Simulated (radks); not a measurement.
# Excited configurations of Li⁺

How tightly is the outer electron of Li⁺ held in higher orbitals? Ground state, ion and excited configurations are run in turn.

Method: non-relativistic Kohn-Sham, PBE, spin-polarised, spherical densities, point nucleus; open shells are filled with parallel spins first. Code: radks (a radial shooting solver on a logarithmic mesh, Libxc functionals) version 1.

## 1. Starting point

* element: lithium (Z = 3)
* charge: +1
* electrons: 2
* configuration: [He]

Outer shells as boxes (Hund's rule):

Li⁺
```
1s [↑↓]
```

## 2. Ground configuration: [He]

The run's settings:

```text
Z 3
configuration [He]
relativity non-relativistic
functional pbe,pbe
spin polarised
nucleus point
```

## 3. The ion: 1s1

The run's settings:

```text
Z 3
configuration 1s1
relativity non-relativistic
functional pbe,pbe
spin polarised
nucleus point
```

## 4. Outer electron in 3s: 1s1 3s1

The run's settings:

```text
Z 3
configuration 1s1 3s1
relativity non-relativistic
functional pbe,pbe
spin polarised
nucleus point
```

## 5. Outer electron in 5f: 1s1 5f1

The run's settings:

```text
Z 3
configuration 1s1 5f1
relativity non-relativistic
functional pbe,pbe
spin polarised
nucleus point
```

## 6. Outer electron in 7p: 1s1 7p1

The run's settings:

```text
Z 3
configuration 1s1 7p1
relativity non-relativistic
functional pbe,pbe
spin polarised
nucleus point
```

## 7. Outer electron in 7d: 1s1 7d1

The run's settings:

```text
Z 3
configuration 1s1 7d1
relativity non-relativistic
functional pbe,pbe
spin polarised
nucleus point
```

## 8. Outer electron in 7f: 1s1 7f1

The run's settings:

```text
Z 3
configuration 1s1 7f1
relativity non-relativistic
functional pbe,pbe
spin polarised
nucleus point
```

**Question.** What will these runs give? Wanted: for each run, outer orbital; excitation; binding; n*; quantum defect; <r>.

The runs gave:

```tsv
outer orbital	excitation (eV)	binding (eV)	n*	quantum defect	<r> (bohr)
3s	67.977	7.383	2.715	0.285	5.711
5f	72.984	2.376	4.785	0.215	15.03
7p	74.044	1.317	6.428	0.572	32.72
7d	74.081	1.280	6.521	0.479	32.73
7f	74.096	1.264	6.561	0.439	31.64
```

What this shows: Binding is E(ion) − E, and n* = 2/√(2·binding) in atomic units. The Δ-SCF energy to the ion that was run is 75.361 eV (NIST's first ionisation energy, to the ion's ground state: 75.640 eV, theoretical). Mean quantum defects: s 0.29, f 0.33, p 0.57, d 0.48. Self-interaction in the functional shifts them, so they are the method's values and not measured ones.
